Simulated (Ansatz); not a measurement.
# C₂H₇AlBClO: one species, many methods

How much do the methods differ for C₂H₇AlBClO? The plan is to run it at one geometry with functionals of several rungs and with coupled cluster, and see how far each lands from CCSD(T) at the basis-set limit for the atomisation energy.

Program: Ansatz 0.2.0, Gaussian basis. Level of theory: functionals in def2-TZVPP, the program's frozen cores in correlated methods. These are calculated values, not measurements.

The runs, in order: PBE-D4, r2SCAN-D4, PBE0-D4, B3LYP-D4, ωB97X-V, ωB97M-V, B2PLYP; CCSD(T)/def2-TZVPP; MP2/def2-QZVPP; extrapolation to the limit.

## Step 1: The relaxed structure

An earlier PBE0-D4 in a triple-zeta def2 set relaxation fixed the geometry.

13 atoms, charge 0, spin multiplicity 1.

Atoms are counted from 1 here; the program's logs count them from 0.

Bond lengths: C1–Al2 1.946 Å, C1–H7 1.093 Å, C1–H8 1.094 Å, C1–H9 1.095 Å, Al2–C3 1.991 Å, Al2–Cl4 2.452 Å, Al2–H10 1.583 Å, C3–Cl4 1.862 Å, C3–B5 1.535 Å, C3–H11 1.087 Å, B5–O6 1.352 Å, B5–H12 1.200 Å, O6–H13 0.964 Å. Angles: Al2–C1–H7 112.4°, Al2–C1–H8 111.6°, Al2–C1–H9 110.4°, H7–C1–H8 108.1°, H7–C1–H9 107.3°, H8–C1–H9 106.8°, C1–Al2–C3 118.6°, C1–Al2–Cl4 110.0°, C1–Al2–H10 125.3°, C3–Al2–Cl4 48.2°, C3–Al2–H10 116.0°, Cl4–Al2–H10 108.2°, Al2–C3–Cl4 79.0°, Al2–C3–B5 117.6°, Al2–C3–H11 114.1°, Cl4–C3–B5 113.7°, Cl4–C3–H11 106.4°, B5–C3–H11 118.6° and more.

As a file:

```xyz
13

C    -0.7244   -1.6720   -0.8587
Al   -0.1583   -1.0214    0.8856
C     0.5867    0.8197    1.0217
Cl   -1.2161    1.1393    1.3601
B     1.0986    1.4769   -0.2671
O     0.3121    2.0397   -1.2119
H    -0.7915   -0.8717   -1.6001
H    -1.6966   -2.1700   -0.8064
H    -0.0110   -2.4107   -1.2398
H    -0.1527   -1.8715    2.2209
H     1.1133    1.0172    1.9522
H     2.2766    1.4221   -0.4896
H    -0.6162    2.0676   -0.9520
```

## Step 2: PBE-D4 (GGA)

The input, in.yaml:

```yaml
crystal:
  periodic: [false, false, false]
  atoms:
    - {symbol: C, position_ang: [-0.724413, -1.671952, -0.858695]}
    - {symbol: Al, position_ang: [-0.158308, -1.021371, 0.885619]}
    - {symbol: C, position_ang: [0.586666, 0.819721, 1.021672]}
    - {symbol: Cl, position_ang: [-1.216103, 1.139348, 1.360118]}
    - {symbol: B, position_ang: [1.098599, 1.476908, -0.267129]}
    - {symbol: O, position_ang: [0.312139, 2.039707, -1.211854]}
    - {symbol: H, position_ang: [-0.791466, -0.871724, -1.600067]}
    - {symbol: H, position_ang: [-1.696617, -2.170023, -0.806359]}
    - {symbol: H, position_ang: [-0.011009, -2.410701, -1.239773]}
    - {symbol: H, position_ang: [-0.152689, -1.871515, 2.220938]}
    - {symbol: H, position_ang: [1.113290, 1.017155, 1.952246]}
    - {symbol: H, position_ang: [2.276648, 1.422134, -0.489581]}
    - {symbol: H, position_ang: [-0.616237, 2.067615, -0.952035]}
basis:
  gaussian: {orbitals: def2-TZVPP}
hamiltonian: {xc: pbe, dispersion: d4}
output: {forces: true, orbitals: {seedname: orbitals}}
```

On the command line:

```bash
ansatz run in.yaml --threads 2 --pin off --events-out ev --progress --plain --max-ram 20480MiB --backend cuda --devices 0, --max-vram 18GiB
```

The runs that follow: r2SCAN-D4 (meta-GGA); PBE0-D4 (hybrid); B3LYP-D4 (hybrid); ωB97X-V (range-separated); ωB97M-V (range-separated); B2PLYP (double hybrid); CCSD(T) in def2-TZVPP; MP2 in def2-QZVPP.

Before running them: what should the planned runs give, taken together? Wanted: atomisation energy, CCSD(T)/CBS; farthest; mean size of error, hybrid; mean size of error, range-separated; gap, smallest and largest; T1 diagnostic; triples share of the correlation energy.

**Answer**, as computed:

```
                               quantity                                 value
        atomisation energy, CCSD(T)/CBS                         4745.6 kJ/mol
 functionals within 23.7 kJ/mol (0.5 %)            PBE0-D4, B3LYP-D4, ωB97X-V
                               farthest                 PBE-D4 (+87.8 kJ/mol)
             mean size of error, hybrid                           10.8 kJ/mol
    mean size of error, range-separated                           20.4 kJ/mol
              gap, smallest and largest  4.94 eV (PBE-D4), 11.51 eV (ωB97X-V)
                          T1 diagnostic                                0.0123
triples share of the correlation energy                                 4.0 %
```

What this shows: PBE-D4 misses by +87.8 kJ/mol. Double hybrids carry the basis error of their MP2 part in triple zeta, and no dispersion term here, so their miss is partly the set-up's. Misses under about 23.7 kJ/mol are within the doubt on the reference itself, which lacks core-valence correlation, relativity and higher excitations. Hartree-Fock recovers 75 % of the binding; the rest is correlation. The gap grows from 4.9 to 11.5 eV across the functionals, mostly with the share of exact exchange.
